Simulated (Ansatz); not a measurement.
# GdPd3: the cost of one run

All numbers are computed with the Python package of Ansatz 0.2.0. Level of theory: DFT r2SCAN, plane waves, PAW.

## 1. Starting point

The structure is cubic, space group Pm-3m (No. 221). The conventional cell has a = 4.080 Å, b = 4.080 Å, c = 4.080 Å, α = 90.00°, β = 90.00°, γ = 90.00°. Gd (site symmetry m-3m) has 12 Pd at 2.88 Å as nearest neighbours. Around Pd (site symmetry 4/mmm) lie 4 Gd at 2.88 Å and 8 Pd at 2.88 Å.

No structure file is read: the coordinates are typed or built in the script.

## 2. Script

Input file run_vcrelax.py:

```python
# -*- coding: utf-8 -*-
"""Cell relaxation of GdPd3."""

import warnings

import ansatz as az
from ase import Atoms
from ase.io import write
import numpy as np

config = {
    "xc": "r2SCAN",
    "filling": "fermi_dirac",
    "scf_tol": 1e-10,
    "fmax": 0.05,
}

def edges_and_angles(cell):
    cell = np.asarray(cell)
    a, b, c = np.linalg.norm(cell, axis=1)
    cosines = cell[1] @ cell[2] / (b * c), cell[0] @ cell[2] / (a * c), cell[0] @ cell[1] / (a * b)
    return (a, b, c, *np.degrees(np.arccos(cosines)))

warnings.simplefilter("ignore", az.DeckWarning)

atoms = Atoms(
    ["Gd", "Pd", "Pd", "Pd"],
    scaled_positions=[
        [0.0, 0.0, 0.0],
        [0.0, 0.5, 0.5],
        [0.5, 0.0, 0.5],
        [0.5, 0.5, 0.0],
    ],
    cell=[
        [4.08, 0.0, 0.0],
        [0.0, 4.08, 0.0],
        [0.0, 0.0, 4.08],
    ],
    pbc=True,
)
atoms.set_initial_magnetic_moments([7, 0.0, 0.0, 0.0])
xtal = az.Crystal.from_ase(atoms)

# only the volume may change
calculation = (
    xtal.calculation()
    .functional(config["xc"])
    .kpoints(6)
    .occupations(config["filling"], width=150 * az.meV)
    .spin(az.SpinTreatment.COLLINEAR)
    .scf(tolerance=config["scf_tol"])
    .relax(force_tolerance=config["fmax"], max_steps=40, fix_cell=["shape"])
)
steps = []


def follow(event):
    if event["event"] != "relax_step":
        return
    row = event["data"]
    steps.append(row)
    print(f"step {row['step']:3d}  E = {row['lagrangian_ev']:.5f} eV  largest force component = {row['allowed_force_max_ev_ang']:.4f} eV/A  P = {row['pressure_gpa']:.3f} GPa")


res = calculation.session().plan(threads=1).execute(on_event=follow)
r = res.report

first, last = steps[0], steps[-1]
symbols = [site.symbol for site in res.lattice.sites]
print(f"energy gained {first['lagrangian_ev'] - last['lagrangian_ev']:.4f} eV in {len(steps) - 1} steps")
for label, vectors in (("before", first["cell_ang"]), ("after", res.lattice.cell_ang)):
    print(label, "a b c (A) {:.4f} {:.4f} {:.4f}  angles {:.2f} {:.2f} {:.2f}".format(*edges_and_angles(vectors)), f" V = {abs(np.linalg.det(vectors)):.3f} A^3")
print("final stress xx yy zz (GPa, compression positive):", np.round(np.diag(r["stress_gpa"]), 3) + 0.0)

print("atom   start x y z (A)              end x y z (A)")
for symbol, a, b in zip(symbols, first["positions_ang"], last["positions_ang"]):
    print(f"{symbol:3s}", " ".join(f"{v:8.4f}" for v in a), "  ", " ".join(f"{v:8.4f}" for v in b))

relaxed = Atoms(symbols, positions=[site.position_ang for site in res.lattice.sites], cell=res.lattice.cell_ang, pbc=True)
write("relaxed.extxyz", relaxed, format="extxyz")

change = np.array(last["positions_ang"]) @ np.linalg.inv(last["cell_ang"]) - np.array(first["positions_ang"]) @ np.linalg.inv(first["cell_ang"])
moved = np.linalg.norm(change @ np.array(last["cell_ang"]), axis=1)
print("displacement within the cell, strain taken out (A):", " ".join(f"{s}:{d:.3f}" for s, d in zip(symbols, moved)))

for key in ("converged", "n_iterations", "n_electrons", "n_kpoints", "n_pw", "n_symmetry_ops", "free_energy_ev", "fermi_energy_ev"):
    print(f"{key:18s} {r[key]}")
```

## 3. What the engine is handed

The package turns the script's settings into the engine's input:

```yaml
crystal:
  lattice:
    - [4.08, 0.0, 0.0]
    - [0.0, 4.08, 0.0]
    - [0.0, 0.0, 4.08]
  atoms:
    - { symbol: Gd, position: [0.0, 0.0, 0.0], spin: 7.0 }
    - { symbol: Pd, position: [0.0, 0.5, 0.5], spin: 0.0 }
    - { symbol: Pd, position: [0.5, 0.0, 0.5], spin: 0.0 }
    - { symbol: Pd, position: [0.5, 0.5, 0.0], spin: 0.0 }
kpoints:
  mp_grid:
    grid: [6, 6, 6]
hamiltonian:
  xc: r2scan
magnetization:
  spin_polarized: true
scf:
  convergence:
    dr2_threshold: 1.0e-10
  occupations:
    method: fermi_dirac
    width: 0.15
relax:
  f_tol: 0.05
  max_steps: 40
  cell:
    fix: [shape]
```

## 4. The run

On the command line:

```sh
> python run_vcrelax.py
```

What time and memory should one allow on 1 thread of Arm Neoverse V1, shared host?

About 2.2 min, with a peak of 0.74 GiB.
